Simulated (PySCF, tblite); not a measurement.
**C4H6N2SeSi: geometry, infrared bands and NMR shifts**

Aim: predict the infrared bands and NMR shifts of C4H6N2SeSi (`C=Cc1n[se]nc1[SiH3]`).

Programs: tblite 0.8.0 and PySCF 2.14.0, with density-fitted response routines of our own. Each step states its level of theory. These are calculated values for one molecule in the gas phase, unless marked as measured. Atoms count from 0, in the outputs and in this text.

## 1. The molecule as given

14 atoms, charge 0, multiplicity 1; geometry from: force field or distance geometry start.

Bonds of the start (Å): C0–C1 1.34, C1–C2 1.47, C2–N3 1.34, N3–Se4 1.83, Se4–N5 1.95, N5–C6 1.32, C6–Si7 1.87, C6–C2 1.35, C0–H8 1.07, C0–H9 1.06, C1–H10 1.08, Si7–H11 1.47, Si7–H12 1.46, Si7–H13 1.44.

## 2. Geometry optimisation with GFN2-xTB

What the job is given:

```
{"job": {"kind": "relax", "xc": "GFN2-xTB", "basis": "xTB"}, "charge": 0, "multiplicity": 1}
C      2.327300    -1.012800     0.083700
C      0.992800    -0.856800     0.034300
C      0.476600     0.524500     0.014000
N      1.324600     1.568200     0.013900
Se     0.525600     3.212300    -0.014800
N     -1.119200     2.162400    -0.059300
C     -0.824900     0.874400    -0.035300
Si    -2.197500    -0.400000    -0.051200
H      3.009000    -0.185200     0.095100
H      2.699100    -2.009200     0.113100
H      0.308400    -1.687600     0.033000
H     -3.396700     0.188700    -0.669700
H     -1.705000    -1.499400    -0.871700
H     -2.420600    -0.879800     1.292400
```

Command:

```sh
$ OMP_NUM_THREADS=1 python probes_run.py task.json out
```

One launch serves the whole session: the jobs run in the order shown.

**Question.** This job is followed by: GFN2-xTB harmonic vibrations, gas phase; GIAO PBE0/pcSseg-1 NMR shielding, non-relativistic, gas phase. Predict these results of the whole session: strongest single infrared mode (GFN2-xTB); zero-point energy (GFN2-xTB); 13C shifts against TMS (PBE0/pcSseg-1); 1H shifts against TMS (PBE0/pcSseg-1, means over atoms taken as alike); 15N shifts against NH3 (PBE0/pcSseg-1); 77Se shifts against Me2Se (PBE0/pcSseg-1); 29Si shifts against TMS (PBE0/pcSseg-1).

**Answer**, as computed:

| quantity | value |
| --- | --- |
| strongest single infrared mode (GFN2-xTB) | 2239 cm⁻¹, 378 km/mol |
| zero-point energy (GFN2-xTB) | 54.4 kcal/mol |
| 13C shifts against TMS (PBE0/pcSseg-1) | 168.9, 168.3, 134.3, 132.2 ppm |
| 1H shifts against TMS (PBE0/pcSseg-1, means over atoms taken as alike) | 7.37, 7.36, 6.09, 4.77 ppm |
| 15N shifts against NH3 (PBE0/pcSseg-1) | 467.0, 407.0 ppm |
| 77Se shifts against Me2Se (PBE0/pcSseg-1) | 1454 ppm |
| 29Si shifts against TMS (PBE0/pcSseg-1) | -79.3 ppm |

**Reading.** Over 83 steps the energy fell by 0.682 eV; of the close pairs, Se4–N5 changed most, 1.952 to 1.777 Å. No mode is imaginary among the 36: a minimum at this level. GFN2-xTB is a fitted tight-binding method: band positions and strengths are rough. Its intensities can rank the bands wrongly. H10 (hydrogen on an alkene CH) lies farthest downfield among hydrogen, at 7.37 ppm; olefinic region. At PBE0/pcSseg-1: Shielding is most anisotropic at Se4 (span 1036 ppm, paramagnetic term -2695 ppm). NICS(1)zz of -29 ppm above the planar ring from C2 marks a diatropic (aromatic) ring current. Spin-orbit coupling is left out, which matters for shieldings and couplings at and beside the heavy atoms.
